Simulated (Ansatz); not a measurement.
# Cl2FH3OSi2: small, medium and large basis sets

An exercise on one series of results from a longer session: the logs are not shown, and one member is left open.

Method: one geometry, several basis sets; program: Ansatz 0.2.0, Gaussian basis.

Plan: PBE0-D4/def2-SVP; ωB97M-V/def2-SVP; PBE0-D4/def2-QZVPP; ωB97M-V/def2-QZVPP; the functionals' def2-TZVPP values are taken from earlier runs.

### The geometry

The geometry comes from an earlier relaxation with PBE0-D4 in a triple-zeta def2 set; it is a stationary point, not always the lowest conformer.

9 atoms, charge 0, spin multiplicity 1.

Atoms are counted from 1 here; the program's logs count them from 0.

Bond lengths: O1–Si2 1.645 Å, O1–H7 0.958 Å, Si2–Si3 2.336 Å, Si2–H8 1.489 Å, Si2–H9 1.488 Å, Si3–F4 1.588 Å, Si3–Cl5 2.042 Å, Si3–Cl6 2.036 Å. Angles: Si2–O1–H7 118.9°, O1–Si2–Si3 106.4°, O1–Si2–H8 112.5°, O1–Si2–H9 112.7°, Si3–Si2–H8 108.8°, Si3–Si2–H9 108.0°, H8–Si2–H9 108.3°, Si2–Si3–F4 112.3°, Si2–Si3–Cl5 108.6°, Si2–Si3–Cl6 112.4°, F4–Si3–Cl5 107.1°, F4–Si3–Cl6 107.2°, Cl5–Si3–Cl6 109.1°.

The first run:

Contents of in.yaml:

```yaml
crystal:
  periodic: [false, false, false]
  atoms:
    - {symbol: O, position_ang: [1.313197, -0.918391, 1.193055]}
    - {symbol: Si, position_ang: [0.208358, -0.954534, -0.024744]}
    - {symbol: Si, position_ang: [-0.481128, 1.252807, -0.355867]}
    - {symbol: F, position_ang: [0.706763, 2.189786, -0.838661]}
    - {symbol: Cl, position_ang: [-1.900727, 1.278890, -1.822797]}
    - {symbol: Cl, position_ang: [-1.255216, 2.085740, 1.333006]}
    - {symbol: H, position_ang: [1.711810, -1.740602, 1.481401]}
    - {symbol: H, position_ang: [0.778629, -1.475474, -1.297540]}
    - {symbol: H, position_ang: [-0.993087, -1.764422, 0.315149]}
basis:
  gaussian: {orbitals: def2-SVP}
hamiltonian: {xc: pbe0, dispersion: d4}
output: {orbitals: {seedname: orbitals}}
```

Steps of the session up to this table: PBE0-D4 in def2-SVP; ωB97M-V in def2-SVP; PBE0-D4 in def2-QZVPP; ωB97M-V in def2-QZVPP.

One table of the session follows, with a row left open; its other results are not shown here.

It belongs to the step «Functionals by basis». 

```
functional       basis  HOMO (eV)
   PBE0-D4    def2-SVP      -8.46
   PBE0-D4  def2-TZVPP          ?
   PBE0-D4  def2-QZVPP      -8.59
   ωB97M-V    def2-SVP     -10.46
   ωB97M-V  def2-TZVPP     -10.60
   ωB97M-V  def2-QZVPP     -10.64
```

**Question.** Estimate the row for PBE0-D4, def2-TZVPP.

The run gave: HOMO (eV): -8.56. In the column «HOMO (eV)» it lies between PBE0-D4, def2-QZVPP (-8.59) and PBE0-D4, def2-SVP (-8.46).
